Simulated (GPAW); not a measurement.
Input of a GPAW 26.7.0 run:

File run.py:

```python
from ase import Atoms
from ase.dft.bandgap import bandgap
from ase.io import write
from ase.units import GPa
from gpaw import GPAW, PW

atoms = Atoms(['Ge', 'Ge', 'Ge', 'Ge', 'Ge', 'Ge', 'Ga', 'Ga'],
              cell=[[5.9850359054, 0.0, 0.0],
                    [-2.9925179527, 5.1831931366, 0.0],
                    [0.0, 0.0, 5.034952]],
              scaled_positions=[[0.163561505, 0.32712301, 0.25],
                                [0.163561505, 0.836438495, 0.25],
                                [0.67287699, 0.836438495, 0.25],
                                [0.836438495, 0.67287699, 0.75],
                                [0.836438495, 0.163561505, 0.75],
                                [0.32712301, 0.163561505, 0.75],
                                [0.3333333333, 0.6666666667, 0.75],
                                [0.6666666667, 0.3333333333, 0.25]],
              pbc=True)

calc = GPAW(mode=PW(600),
            xc='MGGA_X_R2SCAN+MGGA_C_R2SCAN',
            kpts={'size': (4, 4, 4), 'gamma': True},
            occupations={'name': 'fermi-dirac', 'width': 0.05},
            nbands=31,
            convergence={'density': 1e-05, 'energy': 1e-05},
            maxiter=150,
            txt='gpaw.txt')
atoms.calc = calc
energy = atoms.get_potential_energy()
forces = atoms.get_forces()
stress = atoms.get_stress()
calc.write('gs.gpw')
write('result.traj', atoms)
print(f'Energy: {energy:.6f} eV')
print('Forces (eV/A):')
print(forces.round(4))
print('Stress (GPa):', (stress / GPa).round(3))
print('Fermi level:', round(calc.get_fermi_level(), 4), 'eV')
print(f'Gap: {bandgap(calc)[0]:.4f} eV, direct: {bandgap(calc, direct=True)[0]:.4f} eV')

path = atoms.cell.bandpath('GMKGALHA,LM,KH', npoints=100, eps=1e-4)
bs_calc = calc.fixed_density(kpts=path, symmetry='off', nbands=56,
                             convergence={'bands': 'CBM+6.0', 'eigenstates': 1e-6}, txt='bands.txt')
bs = bs_calc.band_structure()
bs.write('bs.json')
print(f'Gap on the path: {bandgap(bs_calc)[0]:.4f} eV')
```

Potentials or basis: GPAW PAW data sets (gpaw-data 1.2.1), pw.

Run with:

```sh
$ OMP_NUM_THREADS=1 python run.py
```

(1) What does it give for the largest force?

(2) Estimate the band gap along the path.

(3) What does it give for the pressure?

Results:

(1) 0.101 eV/Å.

(2) none (metal or under the smearing width).

(3) -3.5 GPa.

Caveat: the PAW data sets were made with another functional, which shifts forces and pressure a little.
